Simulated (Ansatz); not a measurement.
Task: a single point in a Gaussian basis of CH5BrOSi, SMILES C[SiH](O)Br, with the Ansatz DFT code, driven from Python. Give the script and its output. Use: B3LYP, 6-31G* basis, multiplicity 1, D4 dispersion.

Contents of `ch5brosi.xyz`:
```text
9

C    -0.50370    0.97010   -0.33770
Si   -0.08660   -0.63990    0.32360
O     1.36820   -0.63860    1.05450
Br    0.13570   -2.05780   -1.36150
H    -1.51960    0.97130   -0.87380
H    -0.62580    1.77470    0.44870
H     0.21400    1.37970   -1.06670
H    -1.06330   -1.10280    1.27720
H     2.16960   -0.70310    0.51870
```

Script `energy.py`:
```python
"""Single point of CH5BrOSi."""

import ansatz as az
import numpy as np

mol = az.Crystal.molecule_from_extxyz("ch5brosi.xyz")

setup = (
    mol.calculation()
    .basis(gaussian="6-31G*")
    .functional("b3lyp", dispersion="d4")
    .accuracy("medium")
    .forces()
)
r = setup.session().plan(threads=1).execute().report

print("reference energy %16.6f eV" % r["reference_energy_ev"])
print("total energy     %16.6f eV" % r["free_energy_ev"])
print("occupied orbitals outside the frozen core (up, down):", r["n_occupied"], " frozen:", r["n_frozen"], " virtual:", r["n_virtual"])

state = r["mean_field"]["state"]
print(f"mean field: {state['energy']['hartree']:.7f} Ha, <S^2> = {abs(state['spin_squared']):.4f}, stability: {state.get('stability', {}).get('kind')}")

symbols = [site.symbol for site in mol.cartesian_sites]
print("forces (eV/A)")
for symbol, f in zip(symbols, r["forces_ev_ang"]):
    print(f"  {symbol:2s} {f[0]:9.4f} {f[1]:9.4f} {f[2]:9.4f}")

charges = r["charge_distribution"]
dipole = np.array(charges["dipole_moment_e_ang"]) * 4.803205
print("dipole (D): {:.3f} {:.3f} {:.3f}, length {:.3f}".format(*dipole, np.linalg.norm(dipole)))
print("atom  Mulliken   Lowdin")
for symbol, m, l in zip(symbols, charges["mulliken_charges_e"], charges["lowdin_charges_e"]):
    print(f"{symbol:4s} {m:9.3f} {l:8.3f}")
```

```console
$ python energy.py
reference energy    -81084.663168 eV
total energy        -81084.987575 eV
occupied orbitals outside the frozen core (up, down): [34, 34]  frozen: 0  virtual: [60, 60]
mean field: -2979.8064103 Ha, <S^2> = 0.0000, stability: minimum
forces (eV/A)
  C    -2.0593    2.7402   -0.9641
  Si    0.5271   -0.4812    0.0968
  O     0.8167    0.0096    0.8122
  Br   -0.1896   -0.5691   -0.6652
  H     1.2458   -0.1781    0.5961
  H     0.2477   -0.8914   -0.4562
  H    -0.0242   -0.2749    0.1307
  H    -0.4945   -0.3551    0.4687
  H    -0.0697   -0.0001   -0.0191
dipole (D): 0.231 1.883 -0.097, length 1.899
atom  Mulliken   Lowdin
C       -0.655   -0.491
Si       0.736    0.159
O       -0.676   -0.333
Br      -0.313   -0.058
H        0.173    0.158
H        0.180    0.155
H        0.186    0.153
H       -0.057   -0.061
H        0.426    0.317
```

Notes:
- These settings explore the input space; basis and method may be short of convergence.
- The geometry is a force-field or estimated start, not a minimum of this method, and the basis set is short of its limit.
- The Löwdin charges here are taken after orthogonalising the functions within each atom; they differ from plain Löwdin charges, and their signs can be unphysical.
- Total less reference energy is the dispersion correction.
- b3lyp holds the VWN-RPA fit, as in Gaussian; the form of ORCA and Turbomole is b3lyp5.
- The whole script took 5.4 s on 1 thread of Arm Neoverse V1, with other jobs on the host, peak memory 0.27 GiB.

(A comment or docstring line of the script was reworded after the run, the code is as it ran; lines on the test bed's own set-up are left out of the output.)
